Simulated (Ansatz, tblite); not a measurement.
# The cluster Mg₇S₆Cl₂: chosen isomers compared

An exercise on one series of results from a longer session: the logs are not shown, and one member is left open.

Computed with Ansatz 0.2.0, Gaussian basis. Level: relaxed with PBE-D4/def2-SVP, singlet.

3 further runs of the same task are left out: 2 that didn't finish, 1 set aside as unsound or not needed.

**The system as given**

15 atoms, charge 0, spin multiplicity 1.

Atoms are counted from 1 here; the program's logs count them from 0.

Bond lengths: Cl1–Mg3 2.380 Å, Cl1–Mg5 2.490 Å, Cl2–Mg8 2.492 Å, Cl2–Mg9 2.411 Å, Mg3–S10 2.242 Å, Mg3–S11 2.381 Å, Mg4–S10 2.255 Å, Mg4–S11 2.598 Å, Mg4–S12 2.346 Å, Mg5–S11 2.354 Å, Mg5–S13 2.222 Å, Mg6–S11 2.312 Å, Mg6–S12 2.357 Å, Mg6–S14 2.266 Å, Mg7–S12 2.288 Å, Mg7–S15 2.218 Å, Mg8–S13 2.232 Å, Mg8–S14 2.345 Å and more. Angles: Mg3–Cl1–Mg5 87.9°, Mg8–Cl2–Mg9 85.5°, Cl1–Mg3–S10 154.7°, Cl1–Mg3–S11 91.2°, S10–Mg3–S11 104.5°, S10–Mg4–S11 97.5°, S10–Mg4–S12 166.8°, S11–Mg4–S12 93.6°, Cl1–Mg5–S11 89.2°, Cl1–Mg5–S13 136.4°, S11–Mg5–S13 134.0°, S11–Mg6–S12 101.2°, S11–Mg6–S14 118.6°, S12–Mg6–S14 128.2°, S12–Mg7–S15 155.0°, Cl2–Mg8–S13 133.1°, Cl2–Mg8–S14 88.2°, S13–Mg8–S14 137.1° and more.

The isomers as started, chosen beforehand: A: Mg7S6 wurtzite other disc; B: Mg7S6 zinc blende off disc. The structure above is A.

The first run:

Contents of in.yaml:

```yaml
crystal:
  periodic: [false, false, false]
  atoms:
    - {symbol: Cl, position_ang: [-0.622340, -4.685070, -0.296800]}
    - {symbol: Cl, position_ang: [3.718110, 1.810160, -1.625270]}
    - {symbol: Mg, position_ang: [-2.392080, -3.213850, 0.311580]}
    - {symbol: Mg, position_ang: [-3.105210, -0.298060, 0.264540]}
    - {symbol: Mg, position_ang: [0.944940, -2.769920, -0.016840]}
    - {symbol: Mg, position_ang: [-0.309310, 0.706680, 1.361160]}
    - {symbol: Mg, position_ang: [-1.204770, 3.582920, -0.315740]}
    - {symbol: Mg, position_ang: [3.001090, -0.123800, -0.226690]}
    - {symbol: Mg, position_ang: [1.974160, 3.030260, -0.493330]}
    - {symbol: S, position_ang: [-4.348200, -2.161370, 0.007650]}
    - {symbol: S, position_ang: [-0.844630, -1.467690, 0.785140]}
    - {symbol: S, position_ang: [-2.271930, 1.846400, 0.723530]}
    - {symbol: S, position_ang: [3.061530, -2.333210, -0.534060]}
    - {symbol: S, position_ang: [1.840670, 1.388790, 1.139460]}
    - {symbol: S, position_ang: [0.557960, 4.687730, -1.084350]}
basis:
  gaussian: {orbitals: def2-SVP}
hamiltonian: {xc: pbe, dispersion: d4}
scf: {lower_state_search: "off"}
output: {orbitals: {seedname: orbitals}}
relax: {f_tol: 0.03, max_steps: 70}
```

Launch:

```bash
ansatz run in.yaml --threads 4 --pin off --events-out ev --progress --plain --max-ram 6963MiB
```

Among the steps run: Relaxing candidate A; Relaxing candidate B; Candidate B, PBE0-D4/def2-SVP; Candidate B, PBE-D4/def2-SVP; Candidate B, r2SCAN-D4/def2-SVP; Candidate B, HF/STO-3G; Candidate B, MP2/def2-SVP.

One table of the session follows, with a row left open; its other results are not shown here.

It belongs to the step «B against A». 

| level | B above A (kJ/mol) |
| --- | --- |
| GFN1-xTB | +32.6 |
| GFN2-xTB | +34.0 |
| HF/STO-3G | ? |
| HF/def2-SVP | +107.1 |
| PBE-D4/def2-SVP | +105.1 |
| r2SCAN-D4/def2-SVP | +113.9 |
| PBE0-D4/def2-SVP | +112.3 |
| MP2/def2-SVP | +113.8 |

Q: Estimate the row for HF/STO-3G from the others.

The run gave: B above A (kJ/mol): +142.2. In the column «B above A (kJ/mol)» it is the highest.

To keep in mind: Only singlets are compared; another spin may lie lower and prefer another shape.
